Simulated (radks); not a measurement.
# Rb³⁺ in [Ar] 3d10 4s1.75 4p4 4d0.25: an all-electron calculation

One table from this session's results is given with a row withheld; the runs are named, their logs left out.

Method: Dirac Kohn-Sham, PBE, spin-unpolarised, spherical densities, finite nucleus; open shells are shared between the two j in proportion to 2j + 1. Code: radks (a radial shooting solver on a logarithmic mesh, Libxc functionals) version 1.

**The system**

- element: rubidium (Z = 37)
- charge: +3
- electrons: 34
- configuration: [Ar] 3d10 4s1.75 4p4 4d0.25
- nuclear rms radius: 4.2036 fm

The first run:

The run's settings:

```text
Z 37
configuration [Ar] 3d10 4s1.75 4p4 4d0.25
relativity Dirac
functional pbe,pbe
spin unpolarised
j_filling average
nucleus finite rms 4.2036 fm
c 137.035999084
```

Among the steps run: Self-consistent calculation.

One table of the session follows, with a row left open; its other results are not shown here.

It belongs to the step «Orbitals and density». Radial moments (bohr):

| level | <r> | outermost maximum (interpolated) | 90 % within | nodes |
| --- | --- | --- | --- | --- |
| 1s1/2 | 0.04029 | 0.0263 | 0.0721 | 0 |
| 2s1/2 | 0.1775 | 0.150 | 0.275 | 1 |
| 2p1/2 | 0.1522 | 0.117 | 0.249 | 0 |
| 2p3/2 | 0.1563 | 0.121 | 0.255 | 0 |
| 3s1/2 | 0.5101 | 0.451 | 0.758 | 2 |
| 3p1/2 | ? | ? | ? | ? |
| 3p3/2 | 0.5215 | 0.449 | 0.793 | 1 |
| 3d3/2 | 0.5213 | 0.391 | 0.848 | 0 |
| 3d5/2 | 0.5251 | 0.394 | 0.854 | 0 |
| 4s1/2 | 1.387 | 1.23 | 2.02 | 3 |
| 4p1/2 | 1.548 | 1.35 | 2.29 | 2 |
| 4p3/2 | 1.575 | 1.38 | 2.32 | 2 |
| 4d3/2 | 2.176 | 1.81 | 3.32 | 1 |
| 4d5/2 | 2.186 | 1.82 | 3.33 | 1 |

Estimate the missing values for 3p1/2.

The run gave: <r>: 0.5111; outermost maximum (interpolated): 0.440; 90 % within: 0.778; nodes: 1. In the column «<r>» it lies between 3s1/2 (0.5101) and 3d3/2 (0.5213).
